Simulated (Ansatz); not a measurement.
# Al3GaSb4: a trial structure relaxed

Where does this trial cell of Al3GaSb4 go when cell and atoms are let free, and does the end survive a random kick?

Program: Ansatz 0.2.0. Level of theory: DFT PBE, scalar-relativistic, plane waves, PAW. These are calculated values, not measurements.

## 1. The system as given

It takes space group P-4m2 (No. 115, tetragonal). Conventional cell: a = 4.405 Å, b = 4.405 Å, c = 12.413 Å, α = 90.00°, β = 90.00°, γ = 90.00°. Al (site symmetry 2mm) has 4 Sb at 2.69 to 2.70 Å in its first shell of neighbours. Al (site symmetry -4m2) is surrounded by 4 Sb at 2.70 Å. Around Ga (site symmetry -4m2) lie 4 Sb at 2.69 Å. Sb (site symmetry 2mm) has 4 Al at 2.70 Å in its first shell of neighbours. Sb (site symmetry 2mm) has 2 Ga at 2.69 Å and 2 Al at 2.69 Å in its first shell of neighbours.

Structure file:

```cif
data_structure
_symmetry_space_group_name_H-M 'P 1'
_symmetry_Int_Tables_number 1
_cell_length_a 4.4054
_cell_length_b 4.4054
_cell_length_c 12.4130
_cell_angle_alpha 90.000
_cell_angle_beta 90.000
_cell_angle_gamma 90.000
_cell_volume 240.91
loop_
_atom_site_label
_atom_site_type_symbol
_atom_site_fract_x
_atom_site_fract_y
_atom_site_fract_z
_atom_site_occupancy
Al1 Al 0.50000 0.50000 0.24949 1
Al2 Al 0.00000 0.00000 0.50000 1
Al3 Al 0.50000 0.50000 0.75051 1
Ga1 Ga 0.00000 0.00000 0.00000 1
Sb1 Sb 0.50000 0.00000 0.37474 1
Sb2 Sb 0.00000 0.50000 0.62526 1
Sb3 Sb 0.50000 0.00000 0.87528 1
Sb4 Sb 0.00000 0.50000 0.12472 1
```

The start is the relaxed end of an invented cell (made as: elements ordered on the sites of the GaSb type, Al/Ga on Ga (P-4m2, No. 115)), taken up again for a closer look.

## 2. Probe: one point on a coarse mesh

input.yaml reads:

```yaml
crystal:
  lattice:
    - [4.4053918, 0.0, 0.0]
    - [0.0, 4.4053918, 0.0]
    - [0.0, 0.0, 12.4130484]
  atoms:
    - { symbol: Al, position: [0.5, 0.5, 0.249494] }
    - { symbol: Al, position: [0.0, 0.0, 0.5] }
    - { symbol: Al, position: [0.5, 0.5, 0.750506] }
    - { symbol: Ga, position: [0.0, 0.0, 0.0] }
    - { symbol: Sb, position: [0.5, 0.0, 0.374743] }
    - { symbol: Sb, position: [0.0, 0.5, 0.625257] }
    - { symbol: Sb, position: [0.5, 0.0, 0.875277] }
    - { symbol: Sb, position: [0.0, 0.5, 0.124723] }
basis:
  ecutwfc: 420
kpoints:
  mp_grid: { grid: [4, 4, 2] }
hamiltonian:
  xc: pbe
scf:
  occupations: { method: gaussian, width: 0.1 }
  lower_state_search: "off"
output:
  forces: true
  stress: true
  eigenvalues: true
```

Started as:

```
ansatz run input.yaml --threads 4 --pin off --max-ram 8192MiB --backend cpu --events-out ev --progress --plain --runs-dir out
```

The program printed (excerpt; [...] marks lines left out):

```text
Warning: RAYON_NUM_THREADS=4 ignored (pool sized by the plan → 4); use --threads N
[...]
Pseudopotentials: kind: paw
Pseudopotential: Al, paw, valence charge 3, recommended cutoff 420 eV (normal), Al.paw.azcp
Pseudopotential: Ga, paw, valence charge 13, recommended cutoff 420 eV (normal), Ga.paw.azcp
Pseudopotential: Sb, paw, valence charge 15, recommended cutoff 420 eV (normal), Sb.paw.azcp
Functional definition: PBE
[...]
Crystal: 8 atoms, lattice volume = 240.906 Å³
Basis set: ecut = 420 eV, 4761 PW (Γ), exchange–correlation on 60×60×180 points (8 copies of the dense FFT grid, shifted against one another)
Bands: 50, of which v1, the nominal top of the filled ones, is band 41 counted from 1 (40 counted from 0)
Symmetry: 8 space group operations
Space group: P-4m2 (ITA 115), of the structure as read, at distance tolerance 6.2e-5 Å
k-points: 12 of 32
[...]
SCF iter   1: F=—  HF=-31334.647415 eV  |F-HF|=—  |Δ(HF+E_count)|=         —  Δρ=1.44e-3  dr2=1.07e-2  ethr=1.77e-3  ⟨swp⟩=7.2  Hψ=2415  notcnv=0
[...]
SCF iter   8: F=-31334.643039 eV  HF=-31334.643039 eV  |F-HF|=5.75e-8  |Δ(HF+E_count)|=   4.56e-7  Δρ=2.58e-6  dr2=2.39e-8  ethr=1.22e-10  ⟨swp⟩=7.6  Hψ=2680  notcnv=0
[...]
SCF converged after 8 iterations
Free energy (F): -31334.643039 eV
[...]
E sigma→0 (E₀):  -31334.643039 eV
Fermi energy:    6.496302 eV
[...]
--- Forces (eV/Å), atoms counted from 1 ---
  atom   1  Al     0.00000000     0.00000000     0.00333082
  atom   2  Al     0.00000000     0.00000000     0.00000000
  atom   3  Al    -0.00000000     0.00000000    -0.00333082
  atom   4  Ga     0.00000000     0.00000000     0.00000000
  atom   5  Sb    -0.00000000     0.00000000     0.00091560
  atom   6  Sb    -0.00000000     0.00000000    -0.00091560
  atom   7  Sb     0.00000000     0.00000000    -0.01174740
  atom   8  Sb    -0.00000000     0.00000000     0.01174740
[...]
--- Stress (GPa, compression-positive) ---
        0.241532       0.000000      -0.000000
        0.000000       0.241532       0.000000
       -0.000000       0.000000      -0.335585
  P = ⅓ Tr σ = 0.0492 GPa (0.492 kbar)
--- Band table (eV; the first three rows and the last of 12) ---
[...]
```

Run time: 3.1 s. Hardware: 4 threads of Arm Neoverse V1, shared host; peak memory 0.66 GiB.

The probe gives pressure 0.0 GPa, largest force 0.01 eV/Å, gap on this mesh 0.74 eV. The relaxation goes to the converged mesh at once.

## 3. Full relaxation

input.yaml: that of step 2 with these lines changed.

```diff
@@ -17,3 +17,3 @@
 kpoints:
-  mp_grid: { grid: [4, 4, 2] }
+  mp_grid: { grid: [6, 6, 4] }
 hamiltonian:
@@ -21,4 +21,3 @@
 scf:
-  occupations: { method: gaussian, width: 0.1 }
-  lower_state_search: "off"
+  occupations: { method: gaussian, width: 0.02 }
 output:
@@ -27 +26,10 @@
   eigenvalues: true
+  write_density: true
+  write_potential: true
+  elf: true
+  volumetric_format: npy
+relax:
+  adjacent_minimum: "off"
+  f_tol: 0.01
+  max_steps: 80
+  cell: { stress_tol: 0.05 }
```

Started as:

```
ansatz run input.yaml --threads 4 --pin off --max-ram 8192MiB --backend cpu --events-out ev --progress --plain --runs-dir out
```

The program printed (excerpt; [...] marks lines left out):

```text
Warning: RAYON_NUM_THREADS=4 ignored (pool sized by the plan → 4); use --threads N
[...]
[... 5 set-up lines as earlier in the session ...]
[...]
Crystal: 8 atoms, lattice volume = 240.906 Å³
Basis set: ecut = 420 eV, 4761 PW (Γ), exchange–correlation on 60×60×180 points (8 copies of the dense FFT grid, shifted against one another)
Bands: 50, of which v1, the nominal top of the filled ones, is band 41 counted from 1 (40 counted from 0)
[... 2 set-up lines as earlier in the session ...]
k-points: 30 of 144 (time reversal used)
[...]
--- Stress (GPa, compression-positive) ---
        0.001243       0.000000      -0.000000
        0.000000       0.001243       0.000000
       -0.000000       0.000000       0.005481
  P = ⅓ Tr σ = 0.0027 GPa (0.027 kbar)
--- Band table (eV; the first three rows and the last of 30) ---
[...]
--- Relaxed structure (1 steps of the walk, 1 accepted, 1 SCFs on fresh bases) ---
  F+E_penalty+E_count = -31334.81675511 eV   max|allowed force component| = 5.596e-3 eV/Å   (the final SCF, on the basis selected at the relaxed cell)
  cell:  # Å, volume = 240.9060 Å³
    - [4.4053918, 0.0, 0.0]
    - [0.0, 4.4053918, 0.0]
    - [0.0, 0.0, 12.4130484]
  atoms:
    - { symbol: Al, position: [0.5, 0.5, 0.24949400000000002] }
    - { symbol: Al, position: [0.0, 0.0, 0.5] }
    - { symbol: Al, position: [0.5, 0.5, 0.750506] }
    - { symbol: Ga, position: [0.0, 0.0, 0.0] }
    - { symbol: Sb, position: [0.5, 0.0, 0.37474300000000005] }
    - { symbol: Sb, position: [0.0, 0.5, 0.6252570000000001] }
    - { symbol: Sb, position: [0.5, 0.0, 0.8752770000000001] }
    - { symbol: Sb, position: [0.0, 0.5, 0.124723] }
```

Wall time 21 s (4 threads of Arm Neoverse V1, shared host); peak memory 0.79 GiB.

The steps of the relaxation:

```
step  energy from step 1 (eV/cell)  largest force component (eV/Å)  pressure (GPa)  volume (Å³)
   1                        0.0000                          0.0056            0.00       240.91
   2                        0.0000                          0.0056            0.00       240.91
```

Step 1 is the start. Step 2 repeats the geometry before it on a plane-wave basis chosen anew for that cell, so its energy need not be comparable with the rows above.

|  | before | after | change |
| --- | --- | --- | --- |
| a (Å) | 4.405 | 4.405 | 0.0 % |
| b (Å) | 4.405 | 4.405 | 0.0 % |
| c (Å) | 12.413 | 12.413 | 0.0 % |
| volume (Å³/atom) | 30.11 | 30.11 | 0.0 % |
| shortest distance (Å) | 2.692 | 2.692 | 0.0 % |
| space group (0.01 Å) | P-4m2 | P-4m2 | same |

Forces and stress were held to the start's 8 operations: a distortion of lower symmetry was not tested.

Density in a lattice plane of the grid's cell (edges 4.41 and 12.41 Å, at 0.000 of the third edge), which holds Al and Ga and Sb.

Ten even steps from '0' (0.01 e/Å³) to '9' (52.31 e/Å³):
```
00000000
00002000
00002000
00000000
00000000
00000000
00000000
00000000
00000000
00000000
00000000
00002000
00002000
00000000
00000000
00000000
00000000
00000000
00000000
90000000
```
Columns run along the first of these edges and rows up along the second, over one cell in 8 and 20 even steps from the bottom left corner. Atoms in the plane (fractional): Al at (0.00, 0.50), Ga at (0.00, 0.00), Sb at (0.50, 0.37), Sb at (0.50, 0.88).

ELF in the same plane.

Ten even steps from ' ' (0.00) to '@' (0.87):
```
..--##++==++##--
--****..  ..****
..====..  ..====
  ..++======++..
    ..==++==..  
        ..      
....          ..
++--..      ..--
..::--......--::
==..%%##++##%%..
..@@@@++==++@@@@
++%%**..  ..**%%
..==++..  ..++==
  ..++======++..
    ..==++==..  
        ..      
....          ..
----..      ..--
..::--..  ..--::
++..--++++++--..
```
Columns run along the first of these edges and rows up along the second, over one cell in 8 and 20 even steps from the bottom left corner. Atoms in the plane (fractional): Al at (0.00, 0.50), Ga at (0.00, 0.00), Sb at (0.50, 0.37), Sb at (0.50, 0.88).

Both are smooth fields of the valence electrons: close to the nuclei they are not physical.

Outside the cores ELF peaks at 0.92 on the Al–Sb line, 1.1 Å from Al; 0.71 on the Sb–Ga line, 1.4 Å from Sb.

## 4. Changed: dr2_threshold 1.0e-11

input.yaml: that of step 3 with these lines changed.

```diff
@@ -22,14 +22,6 @@
   occupations: { method: gaussian, width: 0.02 }
+  convergence: { dr2_threshold: 1.0e-11 }
 output:
   forces: true
+  eigenvalues: true
   stress: true
-  eigenvalues: true
-  write_density: true
-  write_potential: true
-  elf: true
-  volumetric_format: npy
-relax:
-  adjacent_minimum: "off"
-  f_tol: 0.01
-  max_steps: 80
-  cell: { stress_tol: 0.05 }
```

Started as:

```
ansatz run input.yaml --threads 4 --pin off --max-ram 8192MiB --backend cpu --events-out ev --progress --plain --runs-dir out
```

The program printed (excerpt; [...] marks lines left out):

```text
Warning: RAYON_NUM_THREADS=4 ignored (pool sized by the plan → 4); use --threads N
[...]
[... 5 set-up lines as earlier in the session ...]
[...]
Crystal: 8 atoms, lattice volume = 240.906 Å³
Basis set: ecut = 420 eV, 4761 PW (Γ), exchange–correlation on 60×60×180 points (8 copies of the dense FFT grid, shifted against one another)
Bands: 50, of which v1, the nominal top of the filled ones, is band 41 counted from 1 (40 counted from 0)
[... 2 set-up lines as earlier in the session ...]
k-points: 30 of 144 (time reversal used)
[...]
SCF iter  12: F=-31334.816755 eV  HF=-31334.816755 eV  |F-HF|=1.09e-11  |Δ(HF+E_count)|=  3.27e-11  Δρ=2.55e-8  dr2=2.15e-12  ethr=1.00e-12  ⟨swp⟩=9.5  Hψ=6932  notcnv=0
[...]
SCF converged after 12 iterations
Free energy (F): -31334.816755 eV
[...]
E sigma→0 (E₀):  -31334.816755 eV
Fermi energy:    6.483959 eV
[...]
--- Forces (eV/Å), atoms counted from 1 ---
  atom   1  Al    -0.00000000     0.00000000     0.00525696
  atom   2  Al    -0.00000000     0.00000000     0.00000000
  atom   3  Al    -0.00000000     0.00000000    -0.00525696
  atom   4  Ga    -0.00000000     0.00000000     0.00000000
  atom   5  Sb     0.00000000     0.00000000     0.00359591
  atom   6  Sb     0.00000000     0.00000000    -0.00359591
  atom   7  Sb     0.00000000     0.00000000    -0.00559565
  atom   8  Sb     0.00000000     0.00000000     0.00559565
[...]
--- Stress (GPa, compression-positive) ---
        0.001244       0.000000      -0.000000
        0.000000       0.001244       0.000000
       -0.000000       0.000000       0.005482
  P = ⅓ Tr σ = 0.0027 GPa (0.027 kbar)
--- Band table (eV; the first three rows and the last of 30) ---
[...]
```

Wall time 11 s (4 threads of Arm Neoverse V1, shared host); peak memory 0.74 GiB.

| run | ending | energy change | pressure (GPa) | gap (eV) | force (eV/Å) | cycles | time |
| --- | --- | --- | --- | --- | --- | --- | --- |
| step 3 | converged | 0 | 0.0 | 0.74 | 0.01 | - | 21 s |
| variant | converged | 0.0 meV/atom | 0.0 | 0.74 | 0.01 | 12 | 11 s |

Same state: the changed convergence setting leaves the energy within 0.5 meV/atom.

## 5. Kick test: the unmoved cell on a coarse mesh

input.yaml: that of step 3 with these lines changed.

```diff
@@ -17,3 +17,3 @@
 kpoints:
-  mp_grid: { grid: [6, 6, 4] }
+  mp_grid: { grid: [4, 4, 1] }
 hamiltonian:
@@ -21,3 +21,4 @@
 scf:
-  occupations: { method: gaussian, width: 0.02 }
+  occupations: { method: gaussian, width: 0.1 }
+  lower_state_search: "off"
 output:
@@ -26,10 +27 @@
   eigenvalues: true
-  write_density: true
-  write_potential: true
-  elf: true
-  volumetric_format: npy
-relax:
-  adjacent_minimum: "off"
-  f_tol: 0.01
-  max_steps: 80
-  cell: { stress_tol: 0.05 }
```

Started as:

```
ansatz run input.yaml --threads 4 --pin off --max-ram 8192MiB --backend cpu --events-out ev --progress --plain --runs-dir out
```

The program printed (excerpt; [...] marks lines left out):

```text
[...]
SCF converged after 8 iterations
Free energy (F): -31334.615861 eV
[...]
E sigma→0 (E₀):  -31334.615861 eV
Entropy (-TS):   -0.000000 eV (-0.000 meV/atom)
Fermi energy:    6.496487 eV
[...]
--- Forces (eV/Å), atoms counted from 1 ---
  atom   1  Al     0.00000000     0.00000000     0.00133214
  atom   2  Al     0.00000000     0.00000000     0.00000000
  atom   3  Al     0.00000000     0.00000000    -0.00133214
  atom   4  Ga    -0.00000000     0.00000000     0.00000000
  atom   5  Sb    -0.00000000     0.00000000     0.00169610
  atom   6  Sb    -0.00000000     0.00000000    -0.00169610
  atom   7  Sb     0.00000000     0.00000000    -0.01345531
  atom   8  Sb     0.00000000     0.00000000     0.01345531
[...]
--- Stress (GPa, compression-positive) ---
        0.239797       0.000000       0.000000
        0.000000       0.239797       0.000000
        0.000000       0.000000      -0.429983
  P = ⅓ Tr σ = 0.0165 GPa (0.165 kbar)
--- Band table (eV; the first three rows and the last of 6) ---
[...]
```

Wall time 1.7 s (4 threads of Arm Neoverse V1, shared host); peak memory 0.61 GiB.

The cell holds 8 atoms.

(Part 1 of 2 ends here.)
